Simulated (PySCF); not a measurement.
# Er2S3 (Er2(S)1(S)2): the cost of one run

Computed with PySCF 2.14.0. Level: several levels, as the steps say, no spin–orbit coupling.

7 further runs of the same task are left out: 2 for a known fault of the program, 4 that didn't finish, 1 set aside as unsound or not needed.

## Step 1: The system as given

5 atoms, charge 0, spin multiplicity 1.

Bond lengths: Er1–S3 2.546 Å, Er1–S4 2.313 Å, Er2–S3 2.546 Å, Er2–S5 2.313 Å. Angles: S3–Er1–S4 121.7°, S3–Er2–S5 121.7°, Er1–S3–Er2 126.9°.

Coordinates:

```xyz
5
Er2S3
Er    0.16326   -0.57959    2.27688
Er    0.16326   -0.57959   -2.27688
S     0.47203   -1.67572    0.00000
S    -0.46122    1.63732    2.48534
S    -0.46122    1.63732   -2.48534
```

Formal oxidation states: Er +3. Each metal's 11 4f electrons lie in its core potential, so multiplicities, spins and levels count the valence alone. An earlier session relaxed this geometry at r2SCAN, Er lcecp-1-SVP with ECP57, S def2-SVP (singlet, point group C2v).

At r2SCAN on the finer grid: E = -1270.819056 Eh, HOMO -4.77 eV, LUMO -2.90 eV, Mulliken charge on Er1 +0.67 e, largest force component 0.015 eV/Å. 

Levels to run: BP86; HF; CAM-B3LYP; PBE. Hardware: 2 threads of Intel Xeon Platinum 8488C (Sapphire Rapids), shared host.

## Step 2: BP86

run.py (the lines that set the calculation) reads:

```python
mol = gto.M(atom='''
Er     0.16326    -0.57959     2.27688
Er     0.16326    -0.57959    -2.27688
S      0.47203    -1.67572     0.00000
S     -0.46122     1.63732     2.48534
S     -0.46122     1.63732    -2.48534''',
    basis={'Er': 'lcecp-1-SVP', 'S': 'def2-SVP'},
    ecp={'Er': 'lcecp-1-SVP'},
    charge=0, spin=0)
mf = dft.RKS(mol, xc='B88,P86')
mf.grids.atom_grid = (75, 302)  # f atoms: unpruned, at least (60, 302)
mf = mf.density_fit()  # fitting sets: Er AutoAux, S def2-universal-JKFIT
mf.conv_tol = 1e-08; mf.max_cycle = 55
mf.kernel(dm0)  # dm0: the density of the relaxed state
```

The run is started by

```console
OMP_NUM_THREADS=2 python run.py
```

**Question.** How long does this run take on 2 threads of Intel Xeon Platinum 8488C (Sapphire Rapids), shared host?

About 10 s.
